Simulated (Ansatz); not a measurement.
# SrO in Ansatz: reference runs

Aim: a first look at SrO with PBE, on the cell as given.

Program: Ansatz 0.2.0. These are calculated values, not measurements. Logs are shortened: lines on timing, memory, paths and dates and some standing lists are left out, and cuts for length are marked.

## Step 1: The cell of the first run

The cell holds a slab with vacuum, 8 atoms: a = 3.634 Å, b = 3.634 Å, c = 25.386 Å, α = 90.00°, β = 90.00°, γ = 120.00°.

## Step 2: Single point, PBE (the (1 1 1) slab of SrO, cut from the database cell, not relaxed)

Input file input.yaml:

```yaml
crystal:
  lattice:
    - [3.6342460126, 0.0, 0.0]
    - [-1.8171230063, 3.1473493705, 0.0]
    - [0.0, 0.0, 25.3857230523]
  atoms:
    - { symbol: O, position: [0.3333333333, 0.6666666667, 0.2954416537] }
    - { symbol: Sr, position: [0.6666666667, 0.3333333333, 0.3538868955] }
    - { symbol: O, position: [0.0, 0.0, 0.4123321373] }
    - { symbol: Sr, position: [0.3333333333, 0.6666666667, 0.4707773791] }
    - { symbol: O, position: [0.6666666667, 0.3333333333, 0.5292226209] }
    - { symbol: Sr, position: [0.0, 0.0, 0.5876678627] }
    - { symbol: O, position: [0.3333333333, 0.6666666667, 0.6461131045] }
    - { symbol: Sr, position: [0.6666666667, 0.3333333333, 0.7045583463] }
hamiltonian:
  xc: pbe
  pseudopotentials: { kind: paw }
kpoints:
  mp_grid: { grid: [8, 8, 1] }
scf:
  occupations: { method: fermi_dirac, width: 0.05 }
output:
  forces: true
  eigenvalues: true
efield:
  axis: 3
  dipole_correction: true
  ramp_width: 0.04
```

Potentials or basis: Ansatz PAW.

Started as:

```console
$ ansatz run input.yaml --threads 4 --pin off --max-ram 11264MiB --backend cpu --events-out ev --progress --plain --runs-dir out
```

Output:

```text
Warning: RAYON_NUM_THREADS=4 ignored (pool sized by the plan → 4); use --threads N
Engine: ansatz 0.2.0, x86_64-unknown-linux-gnu
Pseudopotentials: kind: paw
Pseudopotential: O, paw, valence charge 6, recommended cutoff 420 eV (normal), O.paw.azcp
Pseudopotential: Sr, paw, valence charge 10, recommended cutoff 420 eV (normal), Sr.paw.azcp
Functional definition: PBE
  parameter kappa = 0.804
  parameter beta = 0.06672455060314922
  exchange = pbe_x(kappa = kappa, mu = beta*pi^2/3)
  correlation = pbe_c(beta = beta)
Crystal: 8 atoms, lattice volume = 290.368 Å³
Basis set: ecut = 420 eV, 5569 PW (Γ), exchange–correlation on 50×50×360 points (8 copies of the dense FFT grid, shifted against one another)
Bands: 40, of which v1, the nominal top of the filled ones, is band 32 counted from 1 (31 counted from 0)
Symmetry: 6 space group operations
Space group: P3m1 (ITA 156), of the structure as read, at distance tolerance 6.6e-5 Å
k-points: 10 of 64 (time reversal used)
Non-local potential: O, projectors of the file, l = 0: 2, l = 1: 2, l = 2: 1
Non-local potential: Sr, projectors of the file, l = 0: 3, l = 1: 2, l = 2: 2
PAW form: soft (Blöchl's): semilocal exchange-correlation on the pseudo side does not see the compensation charge
PAW one-centre angular grid: O, 110 points (default); XC on 64 Gauss nodes
PAW one-centre angular grid: Sr, 110 points (default); XC on 64 Gauss nodes
Initial density: superposition of atomic densities (neutral atoms: chi_scale 0, normalization atom), corrected by the library's trained network
Initial wavefunctions: pseudopotential atomic-orbital guess
Functional: x = pbe(κ = 0.804, μ = 0.2195149727645171), c = pbe(β = 0.06672455060314922)
SCF iter   1: F=—  HF=-16453.458531 eV  |F-HF|=—  |Δ(HF+E_count)|=         —  Δρ=2.41e-2  dr2=2.11e1  ethr=1.77e-3  p=0.296 e·Å  D=1.84e-1 V/Å  ΔV_dip=-4.68 eV  dr2_dipole=1.76e1  V_vac-E_F(+/−)=4.06/8.74 eV  ⟨swp⟩=15.4  Hψ=3084  notcnv=0  defer=10
efield: sawtooth ramp at fractional position 0.9800 (placed from the atoms, in the widest stretch of the axis that holds none; the zero of the levels goes with the place), width 0.0400; the density the first Hamiltonian is built on has a dipole p = 0.296 e·Å; the dipole correction subtracts the counter field D = 1.84e-1 V/Å, which shifts the + side's vacuum level by -4.68 eV against the − side's; the planar-averaged density in the ramp window peaks in size at 5.9e-6 e/Å³
preconditioner: auto → LDOS  [insulator: Δε(μ)=0.132 eV  Ē_g=13.571 eV  σ=0.050 eV  W_gap=0.56  n_scr=46 (ndim 8)  ℏωp=16.3 eV  f_vac=0.458  D(μ)=4.91/eV (n_scr^D=14)  ε∞_Penn≈2.4  β→1.0]
SCF iter   2: F=—  HF=-16453.491927 eV  |F-HF|=—  |Δ(HF+E_count)|=   3.34e-2  Δρ=3.25e-2  dr2=4.34e1  ethr=1.77e-3  p=0.369 e·Å  D=2.30e-1 V/Å  ΔV_dip=-5.84 eV  dr2_dipole=3.29e1  V_vac-E_F(+/−)=3.16/9.00 eV  ⟨swp⟩=3.7  Hψ=606  notcnv=0  defer=21
SCF iter   3: F=—  HF=-16453.202023 eV  |F-HF|=—  |Δ(HF+E_count)|=   2.90e-1  Δρ=1.37e-2  dr2=8.48e0  ethr=1.77e-3  p=0.359 e·Å  D=2.24e-1 V/Å  ΔV_dip=-5.67 eV  dr2_dipole=6.59e0  V_vac-E_F(+/−)=3.27/8.95 eV  ⟨swp⟩=1.9  Hψ=492  notcnv=0  defer=15
SCF iter   4: F=—  HF=-16453.117082 eV  |F-HF|=—  |Δ(HF+E_count)|=   8.49e-2  Δρ=4.75e-3  dr2=3.79e-1  ethr=1.77e-3  p=0.342 e·Å  D=2.13e-1 V/Å  ΔV_dip=-5.41 eV  dr2_dipole=2.35e-1  V_vac-E_F(+/−)=3.49/8.90 eV  ⟨swp⟩=2.3  Hψ=422  notcnv=0  defer=15
SCF iter   5: F=—  HF=-16453.113300 eV  |F-HF|=—  |Δ(HF+E_count)|=   3.78e-3  Δρ=1.36e-3  dr2=8.77e-2  ethr=5.92e-4  p=0.345 e·Å  D=2.15e-1 V/Å  ΔV_dip=-5.46 eV  dr2_dipole=5.19e-2  V_vac-E_F(+/−)=3.47/8.93 eV  ⟨swp⟩=1.8  Hψ=539  notcnv=0  defer=15
SCF iter   6: F=—  HF=-16453.119073 eV  |F-HF|=—  |Δ(HF+E_count)|=   5.77e-3  Δρ=6.98e-3  dr2=1.44e0  ethr=1.37e-4  p=0.337 e·Å  D=2.10e-1 V/Å  ΔV_dip=-5.33 eV  dr2_dipole=1.15e0  V_vac-E_F(+/−)=3.60/8.92 eV  ⟨swp⟩=2.7  Hψ=516  notcnv=0  defer=16  recentre
SCF iter   7: F=—  HF=-16453.108403 eV  |F-HF|=—  |Δ(HF+E_count)|=   1.07e-2  Δρ=1.98e-3  dr2=3.66e-2  ethr=1.37e-4  p=0.340 e·Å  D=2.12e-1 V/Å  ΔV_dip=-5.38 eV  dr2_dipole=1.39e-2  V_vac-E_F(+/−)=3.57/8.94 eV  ⟨swp⟩=1.3  Hψ=405  notcnv=0  defer=16
SCF iter   8: F=—  HF=-16453.107735 eV  |F-HF|=—  |Δ(HF+E_count)|=   6.68e-4  Δρ=1.68e-3  dr2=1.80e-1  ethr=5.72e-5  p=0.341 e·Å  D=2.12e-1 V/Å  ΔV_dip=-5.39 eV  dr2_dipole=1.43e-1  V_vac-E_F(+/−)=3.59/8.98 eV  ⟨swp⟩=2.0  Hψ=442  notcnv=0  defer=15  recentre
SCF iter   9: F=—  HF=-16453.108028 eV  |F-HF|=—  |Δ(HF+E_count)|=   2.93e-4  Δρ=3.37e-3  dr2=3.24e-1  ethr=5.72e-5  p=0.337 e·Å  D=2.10e-1 V/Å  ΔV_dip=-5.33 eV  dr2_dipole=2.66e-1  V_vac-E_F(+/−)=3.63/8.96 eV  ⟨swp⟩=1.2  Hψ=435  notcnv=0  defer=15
SCF iter  10: F=—  HF=-16453.105558 eV  |F-HF|=—  |Δ(HF+E_count)|=   2.47e-3  Δρ=3.12e-4  dr2=4.61e-3  ethr=5.72e-5  p=0.340 e·Å  D=2.12e-1 V/Å  ΔV_dip=-5.38 eV  dr2_dipole=3.44e-3  V_vac-E_F(+/−)=3.60/8.98 eV  ⟨swp⟩=1.6  Hψ=392  notcnv=0  defer=15
SCF iter  11: F=—  HF=-16453.105399 eV  |F-HF|=—  |Δ(HF+E_count)|=   1.59e-4  Δρ=2.31e-4  dr2=2.35e-4  ethr=7.20e-6  p=0.340 e·Å  D=2.12e-1 V/Å  ΔV_dip=-5.38 eV  dr2_dipole=2.93e-7  V_vac-E_F(+/−)=3.60/8.98 eV  ⟨swp⟩=2.0  Hψ=553  notcnv=0  defer=15
SCF iter  12: F=—  HF=-16453.105414 eV  |F-HF|=—  |Δ(HF+E_count)|=   1.52e-5  Δρ=1.76e-4  dr2=3.69e-4  ethr=3.68e-7  p=0.340 e·Å  D=2.12e-1 V/Å  ΔV_dip=-5.38 eV  dr2_dipole=2.58e-4  V_vac-E_F(+/−)=3.60/8.97 eV  ⟨swp⟩=2.8  Hψ=546  notcnv=0  defer=15
SCF iter  13: F=—  HF=-16453.105414 eV  |F-HF|=—  |Δ(HF+E_count)|=   2.82e-7  Δρ=1.07e-4  dr2=5.46e-5  ethr=3.68e-7  p=0.340 e·Å  D=2.12e-1 V/Å  ΔV_dip=-5.38 eV  dr2_dipole=3.53e-5  V_vac-E_F(+/−)=3.59/8.97 eV  ⟨swp⟩=1.9  Hψ=400  notcnv=0  defer=15
SCF iter  14: F=—  HF=-16453.105501 eV  |F-HF|=—  |Δ(HF+E_count)|=   8.64e-5  Δρ=5.06e-5  dr2=2.83e-5  ethr=8.53e-8  p=0.340 e·Å  D=2.12e-1 V/Å  ΔV_dip=-5.38 eV  dr2_dipole=2.24e-5  V_vac-E_F(+/−)=3.59/8.97 eV  ⟨swp⟩=2.0  Hψ=489  notcnv=0  defer=15
SCF iter  15: F=—  HF=-16453.105502 eV  |F-HF|=—  |Δ(HF+E_count)|=   9.61e-7  Δρ=8.97e-6  dr2=1.81e-6  ethr=4.42e-8  p=0.340 e·Å  D=2.12e-1 V/Å  ΔV_dip=-5.38 eV  dr2_dipole=1.52e-6  V_vac-E_F(+/−)=3.59/8.97 eV  ⟨swp⟩=1.1  Hψ=386  notcnv=0  defer=15
SCF iter  16: F=—  HF=-16453.105502 eV  |F-HF|=—  |Δ(HF+E_count)|=   4.43e-7  Δρ=8.30e-6  dr2=1.99e-7  ethr=2.84e-9  p=0.340 e·Å  D=2.12e-1 V/Å  ΔV_dip=-5.38 eV  dr2_dipole=1.35e-8  V_vac-E_F(+/−)=3.59/8.97 eV  ⟨swp⟩=2.1  Hψ=568  notcnv=0  defer=15
SCF iter  17: F=-16453.105502 eV  HF=-16453.105502 eV  |F-HF|=1.82e-8  |Δ(HF+E_count)|=   2.24e-8  Δρ=2.08e-6  dr2=2.18e-8  ethr=1.56e-10  p=0.340 e·Å  D=2.12e-1 V/Å  ΔV_dip=-5.38 eV  dr2_dipole=4.43e-9  V_vac-E_F(+/−)=3.59/8.97 eV  ⟨swp⟩=18.3  Hψ=2409  notcnv=0
SCF 1 converged in 17 iterations: F = -16453.105502 eV  dr2 = 2.18e-8
SCF converged after 17 iterations
Free energy (F): -16453.105502 eV
Harris-Foulkes:  -16453.105502 eV  (|F-HF|=1.82e-8)
Internal energy: -16452.996195 eV  (E = F + TS)
E sigma→0 (E₀):  -16453.050849 eV
Entropy (-TS):   -0.109307 eV (-13.663 meV/atom)
Fermi energy:    1.343110 eV
Dipole field:    D = 0.211961 V/Å  (p = 0.340129 e·Å, saw-weighted, corrected)
Work function:   Φ+ = 3.5938 eV   Φ− = 8.9747 eV
Levels:          The Fermi level and band energies are counted from a zero that moves with the ramp; work functions are not
--- Per-component energies (eV) ---
  E_band       = -774.546041
  E_kinetic    = 1684.548476
  E_local      = -42464.511998  (includes V_loc(G=0)·N_el)
  E_nonlocal   = 1002.044058
  E_hartree    = 20169.477655
  E_xc         = -992.969181
  E_vxc        = -1030.546506  (∫ρ·V_xc dr)
  E_paw        = -11408.598139  (= ΣΔE_a)
  E_vpaw       = -302.604241  (= ΣTr[D̂ρ^β])
  E_aug_tail   = 0.009524  (compensation charges beyond the density's cutoff)
  E_efield     = 0.036047  (sawtooth field / dipole correction)
  E_vefield    = -2.443756  (∫n·V_field dr)
  E_ewald      = 15556.967363
  E_smearing   = -0.109307  (= −TS)
  E_closure    = 0.000000  (closes the sum)
  Σ components = -16453.105502   (vs F -16453.105502, Δ=0.00e0)
--- Forces (eV/Å), atoms counted from 1 ---
  atom   1  O      0.00000000     0.00000000     1.63890982
  atom   2  Sr     0.00000000    -0.00000000    -2.34295045
  atom   3  O      0.00000000     0.00000000     0.96755172
  atom   4  Sr     0.00000000    -0.00000000    -0.90445945
  atom   5  O     -0.00000000     0.00000000     0.89583419
  atom   6  Sr     0.00000000    -0.00000000    -0.95757330
  atom   7  O     -0.00000000     0.00000000     0.67767310
  atom   8  Sr     0.00000000    -0.00000000     0.02495451
  max |Σ_I F_I| component: 5.99e-5 eV/Å
--- Band table (eV; the first three rows and the last of 10) ---
  k-point 0: bands = ["-35.0631", "-33.6089", "-32.5156", "-31.2811", "-18.2158", "-16.9400", "-16.7849", "-16.7849", "-16.2083", "-15.6550", "-15.3571", "-15.3571", "-14.6248", "-14.2634", "-14.2634", "-14.1015", "-13.4185", "-13.0374", "-13.0374", "-12.1315", "-3.5748", "-2.6939", "-2.6939", "-2.1416", "-1.4461", "-1.4461", "-0.8676", "-0.3277", "-0.3277", "0.0085", "1.0167", "1.3779", "1.3779", "2.5398", "3.7857", "4.3666", "4.3666", "4.6738", "4.9631", "5.4502"]
  k-point 1: bands = ["-35.0511", "-33.5958", "-32.5025", "-31.2682", "-18.1869", "-16.9415", "-16.9063", "-16.8109", "-16.2605", "-15.7496", "-15.3854", "-15.2596", "-14.7701", "-14.2914", "-14.2590", "-14.0808", "-13.6195", "-13.0646", "-12.8812", "-12.2131", "-3.4064", "-2.8584", "-2.6794", "-1.9785", "-1.5927", "-1.4449", "-0.7570", "-0.4522", "-0.3328", "0.2353", "1.0354", "1.2859", "1.3623", "2.6370", "3.8523", "3.9577", "4.6351", "4.7657", "5.1483", "5.4270"]
  k-point 2: bands = ["-35.0221", "-33.5638", "-32.4707", "-31.2368", "-18.1686", "-17.1327", "-16.9296", "-16.8726", "-16.3888", "-15.8195", "-15.4525", "-15.2707", "-14.9557", "-14.3579", "-14.3234", "-14.1102", "-13.8107", "-13.1292", "-12.8021", "-12.3379", "-3.2056", "-2.9843", "-2.6667", "-1.9224", "-1.6533", "-1.4467", "-0.7430", "-0.5319", "-0.3395", "0.8055", "0.9394", "1.2411", "1.3354", "2.3813", "3.6887", "4.1992", "4.7177", "5.2673", "5.3603", "5.7420"]
  k-point 9: bands = ["-34.9719", "-33.5086", "-32.4158", "-31.1824", "-18.2113", "-17.2735", "-17.0942", "-16.9044", "-16.5814", "-15.8950", "-15.6612", "-15.3429", "-15.1555", "-14.6371", "-14.3970", "-14.1616", "-13.9994", "-13.2470", "-12.8610", "-12.4446", "-3.1697", "-2.9069", "-2.7081", "-1.9188", "-1.6458", "-1.5429", "-0.7706", "-0.5372", "-0.4316", "0.7970", "1.1900", "1.2650", "2.1345", "2.5132", "3.8791", "4.5742", "4.9477", "5.7549", "5.8998", "6.4127"]
```

Wall time 3.4 s (4 threads of Intel Xeon at 2.60GHz (Ice Lake), shared host); peak memory 0.63 GiB.

What came out:

```
Free energy                     : -16453.1055 eV
Largest force                   : 2.343 eV/Å
Band gap on the k mesh          : none (metal or under the smearing width)
Work function of the upper face : 3.59 eV
Work function of the lower face : 8.97 eV
Dipole across the slab          : 0.340 e·Å
```

Forces on the atoms (eV/Å):
```
O    0.000  0.000  1.639
Sr   0.000  0.000 -2.343
O    0.000  0.000  0.968
Sr   0.000  0.000 -0.904
O    0.000  0.000  0.896
Sr   0.000  0.000 -0.958
O    0.000  0.000  0.678
Sr   0.000  0.000  0.025
```
